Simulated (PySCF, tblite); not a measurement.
# C6H6OSi: geometry, infrared bands and NMR shifts

Wanted: the infrared bands and NMR shifts of C6H6OSi (`O=CC#CC1=CC[SiH2]1`), by calculation.

Computed with tblite 0.8.0 and PySCF 2.14.0, with density-fitted response routines of our own, on a single molecule in the gas phase. Atoms are numbered from 0 throughout.

### Step 1. The starting structure

14 atoms, charge 0, multiplicity 1; geometry from: force field or distance geometry start.

Bonds of the start (Å): O0–C1 1.27, C1–C2 1.41, C2–C3 1.20, C3–C4 1.43, C4–C5 1.31, C5–C6 1.47, C6–Si7 1.82, Si7–C4 1.81, C1–H8 1.09, C5–H9 1.12, C6–H10 1.11, C6–H11 1.11, Si7–H12 1.46, Si7–H13 1.47.

### Step 2. Geometry optimisation with GFN2-xTB

What the job is given:

```
{"job": {"kind": "relax", "xc": "GFN2-xTB", "basis": "xTB"}, "charge": 0, "multiplicity": 1}
O      4.131700    -1.659100     0.426500
C      3.614800    -0.642000     0.976400
C      2.253700    -0.362300     0.740700
C      1.100100    -0.091000     0.525700
C     -0.278100     0.188100     0.292700
C     -1.010400     1.272800     0.315300
C     -2.355000     0.824600    -0.059500
Si    -1.676300    -0.856200    -0.201700
H      4.214700    -0.016800     1.637400
H     -0.692900     2.315900     0.575300
H     -3.067800     0.966800     0.785800
H     -2.676200     1.301700    -1.004300
H     -1.484700    -1.389900    -1.548000
H     -2.074300    -1.853100     0.795600
```

Run with:

```sh
$ OMP_NUM_THREADS=1 python probes_run.py task.json out
```

This one command runs all jobs of the session in turn.

**Question.** This job is followed by: GFN2-xTB harmonic vibrations, gas phase; GIAO PBE0/pcSseg-1 NMR shielding, non-relativistic, gas phase. Predict these results of the whole session: strongest single infrared mode (GFN2-xTB); zero-point energy (GFN2-xTB); 13C shifts against TMS (PBE0/pcSseg-1); 1H shifts against TMS (PBE0/pcSseg-1, means over atoms taken as alike); 17O shifts against H2O (PBE0/pcSseg-1); 29Si shifts against TMS (PBE0/pcSseg-1).

The runs gave:

| quantity | value |
| --- | --- |
| strongest single infrared mode (GFN2-xTB) | 1724 cm⁻¹, 591 km/mol |
| zero-point energy (GFN2-xTB) | 57.3 kcal/mol |
| 13C shifts against TMS (PBE0/pcSseg-1) | 181.0, 165.7, 132.4, 101.6, 99.8, 20.0 ppm |
| 1H shifts against TMS (PBE0/pcSseg-1, means over atoms taken as alike) | 9.80, 7.32, 5.16, 2.08 ppm |
| 17O shifts against H2O (PBE0/pcSseg-1) | 736.9 ppm |
| 29Si shifts against TMS (PBE0/pcSseg-1) | -29.7 ppm |

In words: Relaxing lowered the energy by 0.637 eV in 110 steps; the close pair that moved most is C6–Si7, from 1.818 to 1.929 Å. All 36 modes are real, so the xTB geometry is a minimum. The strongest single mode, at 1724 cm⁻¹, moves mainly C1 and O0. Unscaled tight-binding wavenumbers are off by several per cent, some by more. Its intensities can rank the bands wrongly. The most deshielded carbon is C1 (aldehyde carbonyl carbon), at 181.0 ppm: the double bond to the heteroatom, with no lone-pair donor beside it, deshields it most. The most deshielded hydrogen is H8 (hydrogen on an aldehyde carbonyl carbon), at 9.80 ppm: deshielded by the polar, anisotropic C=O bond. At PBE0/pcSseg-1: The widest tensor belongs to O0: span 1526 ppm, with a paramagnetic part of -799 ppm.
